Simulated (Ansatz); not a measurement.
# F2H2HfSe2: how energies converge with the basis set

The task here is to estimate one member of a computed series from the others.

Method: one geometry, several basis sets; program: Ansatz 0.2.0, Gaussian basis.

The runs, in order: PBE0-D4/def2-SVP; ωB97M-V/def2-SVP; PBE0-D4/def2-QZVPP; ωB97M-V/def2-QZVPP; the functionals' def2-TZVPP values are taken from earlier runs.

## The relaxed structure

The geometry comes from an earlier relaxation with PBE0-D4 in a triple-zeta def2 set; it is a stationary point, not always the lowest conformer. Hf takes the def2 core potential; no spin-orbit term is included.

SMILES `[F][Hf]([F])([SeH])[SeH]`, 7 atoms, charge 0, spin multiplicity 1.

Atoms are counted from 1 here; the program's logs count them from 0.

Bond lengths: F1–Hf2 1.889 Å, Hf2–F3 1.891 Å, Hf2–Se4 2.563 Å, Hf2–Se5 2.572 Å, Se4–H6 1.475 Å, Se5–H7 1.475 Å. Angles: F1–Hf2–F3 110.9°, F1–Hf2–Se4 107.7°, F1–Hf2–Se5 111.2°, F3–Hf2–Se4 112.3°, F3–Hf2–Se5 108.2°, Se4–Hf2–Se5 106.5°, Hf2–Se4–H6 87.1°, Hf2–Se5–H7 88.9°.

Set-up of the first run:

in.yaml reads:

```yaml
crystal:
  periodic: [false, false, false]
  atoms:
    - {symbol: F, position_ang: [0.508313, -2.287449, -0.512175]}
    - {symbol: Hf, position_ang: [0.139181, -0.533564, 0.085392]}
    - {symbol: F, position_ang: [1.183335, -0.103772, 1.601671]}
    - {symbol: Se, position_ang: [-2.374679, -0.385714, 0.563279]}
    - {symbol: Se, position_ang: [0.637017, 1.197405, -1.750573]}
    - {symbol: H, position_ang: [-2.084023, 0.856850, 1.302431]}
    - {symbol: H, position_ang: [2.052055, 1.188345, -1.335626]}
basis:
  gaussian: {orbitals: def2-SVP}
hamiltonian: {xc: pbe0, dispersion: d4}
output: {orbitals: {seedname: orbitals}}
```

The run is started by

```sh
> ansatz run in.yaml --threads 2 --pin off --events-out ev --progress --plain --max-ram 32768MiB --backend cpu
```

Among the steps run: PBE0-D4 in def2-SVP; ωB97M-V in def2-SVP; PBE0-D4 in def2-QZVPP; ωB97M-V in def2-QZVPP.

One of the session's tables, all rows but one given; the rest of the session is left out.

It belongs to the step «Density functionals: the series». 

```
functional       basis  HOMO (eV)  LUMO (eV)
   PBE0-D4    def2-SVP      -7.49      -1.91
   PBE0-D4  def2-TZVPP          ?          ?
   PBE0-D4  def2-QZVPP      -7.53      -1.91
   ωB97M-V    def2-SVP      -9.58       0.11
   ωB97M-V  def2-TZVPP      -9.63       0.09
   ωB97M-V  def2-QZVPP      -9.64       0.06
```

Estimate the missing values for PBE0-D4, def2-TZVPP.

**Answer.** HOMO (eV): -7.52; LUMO (eV): -1.90. In the column «HOMO (eV)» it lies between PBE0-D4, def2-QZVPP (-7.53) and PBE0-D4, def2-SVP (-7.49).
